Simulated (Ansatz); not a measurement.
# TaN: the cost of one run

Program: Ansatz 0.2.0. Level of theory: DFT PBEsol, scalar-relativistic. These are calculated values, not measurements.

**1. The starting structure**

Symmetry: P-6m2, No. 187, hexagonal system. The conventional cell has a = 2.938 Å, b = 2.938 Å, c = 2.883 Å, α = 90.00°, β = 90.00°, γ = 120.00°. Ta (site symmetry -6m2) is surrounded by 6 N at 2.23 Å. Around N (site symmetry -6m2) lie 6 Ta at 2.23 Å.

As a file:

```xyz
2
Lattice="2.9380 0.0000 0.0000 -1.4690 2.5444 0.0000 0.0000 0.0000 2.8830" Properties=species:S:1:pos:R:3 pbc="T T T"
Ta    0.0000    1.6963    1.4415
N     0.0000    0.0000    0.0000
```

Atoms are numbered in the order of the input: Ta1, N2.

**2. Volume × 0.94, LAPW**

Input file input.yaml:

```yaml
crystal:
  lattice:
    - [2.8780228691, 0.0, 0.0]
    - [-1.4390114346, 2.4924409174, 0.0]
    - [0.0, 0.0, 2.8241467514]
  atoms:
    - { symbol: Ta, position: [0.3333333333, 0.6666666667, 0.5] }
    - { symbol: "N", position: [0.0, 0.0, 0.0] }
kpoints:
  mp_grid: { grid: [12, 12, 10] }
  band_path:
    path:
      - [0.0, 0.0, 0.0]
      - [0.5, 0.0, 0.0]
      - [0.3333333333, 0.3333333333, 0.0]
      - [0.0, 0.0, 0.0]
      - [0.0, 0.0, 0.5]
      - [0.5, 0.0, 0.5]
      - [0.3333333333, 0.3333333333, 0.5]
      - [0.0, 0.0, 0.5]
      - [0.5, 0.0, 0.5]
    npoints: 5
scf:
  occupations: { method: fermi_dirac, width: 0.02 }
hamiltonian:
  xc: pbesol
  pseudopotentials: { kind: all_electron, lapw: { basis_error: 0.0005 } }
output:
  forces: true
  stress: true
  eigenvalues: true
```

On the command line:

```sh
ansatz run input.yaml --threads 1 --pin off --max-ram 3072MiB --backend cpu --events-out ev --progress --plain --runs-dir out
```

**Question.** How long does this run take on 1 thread of Intel Xeon Platinum 8488C (Sapphire Rapids), shared host, and how much memory does it need?

About 40 s, with a peak of 0.51 GiB.
